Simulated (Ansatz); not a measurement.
## CsLiCr2Te2S3 under changes of volume

One of the cells (23.825 Å³/atom); the others are scaled copies at fixed shape and fractional positions:

```
Cs Li Cr Te S
1.0
     3.60358    0.00000    0.00000
    -1.80179    3.12079    0.00000
     0.00000    0.00000   19.06651
Cs Li Cr Te S
1 1 2 2 3
Direct
  0.00000 0.00000 0.37399
  0.66667 0.33333 0.01607
  0.00000 0.00000 0.86637
  0.33333 0.66667 0.16833
  0.33333 0.66667 0.53891
  0.66667 0.33333 0.77276
  0.00000 0.00000 0.10030
  0.33333 0.66667 0.92920
  0.66667 0.33333 0.23408
```

The cell was built by a generator and needn't be a form met in nature.

- Program: Ansatz 0.2.0
- Functional: PBE
- Potentials or basis: Ansatz PAW
- Cutoff: 420 eV (not typed: the program's choice for these potentials)
- k mesh: 9 × 9 × 2
- Occupations: fermi-dirac, width 0.05 eV
- Spin: collinear spin, ferromagnetic start
- Starting moments: [0.0, 0.0, 3.0, 3.0, 0.0, 0.0, 0.0, 0.0, 0.0] μB

| volume (Å³/atom) | energy over the lowest point (meV/atom) | pressure (GPa) | moment (μB per cell) | largest force (eV/Å) |
| --- | --- | --- | --- | --- |
| 22.395 | ? | ? | ? | ? |
| 22.872 | 7.10 | 2.4 | 5.63 | 0.349 |
| 23.348 | 1.75 | 1.2 | 5.64 | 0.150 |
| 23.825 | 0.00 | 0.0 | 5.64 | 0.033 |
| 24.301 | 1.49 | -1.0 | 5.65 | 0.199 |
| 24.778 | 5.88 | -1.9 | 5.66 | 0.350 |
| 25.254 | 12.86 | -2.7 | 5.67 | 0.487 |

Task: What does the run at 22.395 Å³/atom give?

Result: Energy over the lowest point 16.47 meV/atom; pressure 3.9 GPa; moment 5.63 μB per cell; largest force 0.567 eV/Å.

Worked out: A Birch-Murnaghan fit of order 3 (a polynomial in V^(-2/3)) to the other rows has its minimum at 23.83 Å³/atom with B0 = V·E''(V) = 54 GPa and B' = 4.5 at fixed shape and positions, which overstates the stiffness. It gives 16.50 meV/atom at 22.395 Å³/atom, against the run's 16.47, and -dE/dV = 3.9 GPa, against 3.9. A straight line through the other rows of the moment, of slope 0.0162 μB per Å³/atom, extrapolates to 5.62 μB, against the run's 5.63.

Energies are extrapolated to zero smearing.

Caveats: only a ferromagnetic start was run, and an antiferromagnetic order may lie lower in energy.
